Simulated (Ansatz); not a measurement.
# HfSeS4: the cost of one run

Program: Ansatz 0.2.0. Level of theory: DFT PBE, scalar-relativistic, plane waves, PAW. These are calculated values, not measurements.

**1. The starting structure**

The structure is cubic, space group F-43m (No. 216). Conventional cell: a = 8.129 Å, b = 8.129 Å, c = 8.129 Å, α = 90.00°, β = 90.00°, γ = 90.00°. Hf (site symmetry -43m) is surrounded by 12 S at 3.37 Å and 4 Se at 3.52 Å. Around Se (site symmetry -43m) lie 12 S at 3.37 Å and 4 Hf at 3.52 Å. S (site symmetry 3m) has 6 S at 2.87 to 2.88 Å and 3 Se at 3.37 Å and 3 Hf at 3.37 Å as nearest neighbours.

Coordinates:

```
CELL_PARAMETERS angstrom
0.00000 4.06460 4.06460
4.06460 0.00000 4.06460
4.06460 4.06460 0.00000
ATOMIC_POSITIONS crystal
Hf 0.25000 0.25000 0.25000
Se 0.00000 0.00000 0.00000
S 0.12392 0.62536 0.62536
S 0.62536 0.12392 0.62536
S 0.62536 0.62536 0.12392
S 0.62536 0.62536 0.62536
```

A structure generator made this guess: species swapped into a database cell of HoInCo4 (F-43m, No. 216), with Hf on the Ho sites, Se on the In sites and S on the Co sites. The dimensions are guesses.

**2. Probe: one point on a coarse mesh**

input.yaml

```yaml
crystal:
  lattice:
    - [0.0, 4.06460468, 4.06460468]
    - [4.06460468, 0.0, 4.06460468]
    - [4.06460468, 4.06460468, 0.0]
  atoms:
    - { symbol: Hf, position: [0.25, 0.25, 0.25] }
    - { symbol: Se, position: [0.0, 0.0, 0.0] }
    - { symbol: S, position: [0.12391996, 0.62536001, 0.62536001] }
    - { symbol: S, position: [0.62536001, 0.12391996, 0.62536001] }
    - { symbol: S, position: [0.62536001, 0.62536001, 0.12391996] }
    - { symbol: S, position: [0.62536001, 0.62536001, 0.62536001] }
basis:
  ecutwfc: 420
kpoints:
  mp_grid: { grid: [4, 4, 4] }
hamiltonian:
  xc: pbe
scf:
  occupations: { method: gaussian, width: 0.1 }
  lower_state_search: "off"
output:
  forces: true
  stress: true
  eigenvalues: true
```

Launch:

```bash
$ ansatz run input.yaml --threads 1 --pin off --max-ram 2560MiB --backend cpu --events-out ev --progress --plain --runs-dir out
```

Q: Estimate wall time and peak memory on 1 thread of Intel Xeon Platinum 8375C at 2.90GHz (Ice Lake), shared host.

About 3.4 s, with a peak of 0.42 GiB.
